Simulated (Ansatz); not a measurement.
**Na2PHO4: a single-point run**

Aim: the field gradients at the nuclei of Na2PHO4, from a sound single-point run.

Computed with Ansatz 0.2.0 (Kohn-Sham DFT, with the functional, basis and potentials that each input names, unless a step's input says otherwise).

1 further run of the same task is left out (set aside as unsound or not needed).

## (1) The structure to begin with

The structure is monoclinic, space group P2_1 (No. 4). Conventional cell: a = 5.514 Å, b = 6.984 Å, c = 5.523 Å, α = 90.00°, β = 116.39°, γ = 90.00°. Na (site symmetry 1) has 5 O at 2.32 to 2.80 Å and 1 H at 2.57 Å as nearest neighbours. Na (site symmetry 1) is surrounded by 6 O at 2.33 to 2.58 Å. H (site symmetry 1) has 1 O at 1.03 Å as nearest neighbours. P (site symmetry 1) has 4 O at 1.52 to 1.65 Å as nearest neighbours. O (site symmetry 1) has 1 H at 1.03 Å as nearest neighbours. Around O (site symmetry 1) lie 1 P at 1.55 Å and 1 H at 1.58 Å. Around O (site symmetry 1) lie 1 P at 1.53 Å. Around O (site symmetry 1) lie 1 P at 1.52 Å.

Structure file:

```cif
data_structure
_symmetry_space_group_name_H-M 'P 1'
_symmetry_Int_Tables_number 1
_cell_length_a 5.5136
_cell_length_b 6.9835
_cell_length_c 5.5227
_cell_angle_alpha 90.000
_cell_angle_beta 116.391
_cell_angle_gamma 90.000
_cell_volume 190.48
loop_
_atom_site_label
_atom_site_type_symbol
_atom_site_fract_x
_atom_site_fract_y
_atom_site_fract_z
_atom_site_occupancy
Na1 Na 0.74970 0.25137 0.38010 1
Na2 Na 0.25030 0.75137 0.61990 1
Na3 Na 0.01331 0.00807 0.99420 1
Na4 Na 0.98669 0.50807 0.00580 1
H1 H 0.45549 0.47530 0.95868 1
H2 H 0.54451 0.97530 0.04132 1
P1 P 0.38803 0.23771 0.66646 1
P2 P 0.61197 0.73771 0.33354 1
O1 O 0.29783 0.42787 0.78292 1
O2 O 0.70217 0.92787 0.21708 1
O3 O 0.69778 0.56255 0.21675 1
O4 O 0.30223 0.06255 0.78325 1
O5 O 0.69692 0.24851 0.77876 1
O6 O 0.30308 0.74851 0.22124 1
O7 O 0.23337 0.24982 0.35933 1
O8 O 0.76663 0.74982 0.64067 1
```

## (2) Input and run

Contents of input.yaml:

```yaml
crystal:
  lattice:
    - [5.513569, 0.0, 0.0]
    - [0.0, 6.983507, 0.0]
    - [-2.45479, 0.0, 4.947131]
  atoms:
    - { symbol: Na, position: [0.749704, 0.251369, 0.380098] }
    - { symbol: Na, position: [0.250296, 0.751369, 0.619902] }
    - { symbol: Na, position: [0.013313, 0.008073, 0.994202] }
    - { symbol: Na, position: [0.986687, 0.508073, 0.005798] }
    - { symbol: H, position: [0.455491, 0.475301, 0.958678] }
    - { symbol: H, position: [0.544509, 0.975301, 0.041322] }
    - { symbol: P, position: [0.388033, 0.237707, 0.666457] }
    - { symbol: P, position: [0.611967, 0.737707, 0.333543] }
    - { symbol: O, position: [0.297831, 0.42787, 0.782923] }
    - { symbol: O, position: [0.702169, 0.92787, 0.217077] }
    - { symbol: O, position: [0.697775, 0.562551, 0.216753] }
    - { symbol: O, position: [0.302225, 0.062551, 0.783247] }
    - { symbol: O, position: [0.696921, 0.248513, 0.778759] }
    - { symbol: O, position: [0.303079, 0.748513, 0.221241] }
    - { symbol: O, position: [0.233371, 0.249817, 0.359328] }
    - { symbol: O, position: [0.766629, 0.749817, 0.640672] }
kpoints:
  mp_grid: { grid: [1, 1, 1] }
scf:
  occupations: { method: fermi_dirac, width: 0.02 }
hamiltonian:
  xc: rpbe
  pseudopotentials: { kind: nc }
output:
  forces: true
  stress: true
  populations: true
  efg:
    quadrupole_moments_barn: { Na: 0.104, H: 0.00285783, O: -0.02558 }
```

Run with:

```
$ ansatz run input.yaml --threads 1 --pin off --max-ram 3072MiB --backend cpu --events-out ev --progress --plain --runs-dir out
```

Output:

```text
Error: output.efg without hamiltonian.pseudopotentials.kind: paw|paw_fr|all_electron or hamiltonian.pseudopotentials.kind: all_electron — the all-electron EFG reconstruction needs the PAW one-centre densities; drop the efg request, or set kind: paw (paw_fr under spin-orbit coupling) (under a functional that reads the kinetic-energy density, kind: paw is refused in some combinations and carries risks of its own in the rest: see hamiltonian.xc for the refusals and hamiltonian.pseudopotentials.kind for the risks, both in the input reference; kind: paw is refused beside gw.static_remainder)
```

Run time: 0.03 s. Hardware: 1 thread of Intel Xeon Platinum 8259CL at 2.50GHz (Skylake/Cascade Lake), shared host; peak memory 0.04 GiB.

## (3) Reading the log

The run ended at the input check. The line that matters: «output.efg without hamiltonian.pseudopotentials.kind: paw|paw_fr|all_electron or hamiltonian.pseudopotentials.kind: all_electron — the all-electron EFG reconstruction needs the PAW one-centre densities; drop the efg request ...»

What was asked isn't available in this combination.

What to do: choose a set-up that the feature supports.

## (4) Results

| quantity | value |
| --- | --- |
| ending | refused |
| cause | not implemented for this set-up |

In words: Nothing from this run should be quoted.
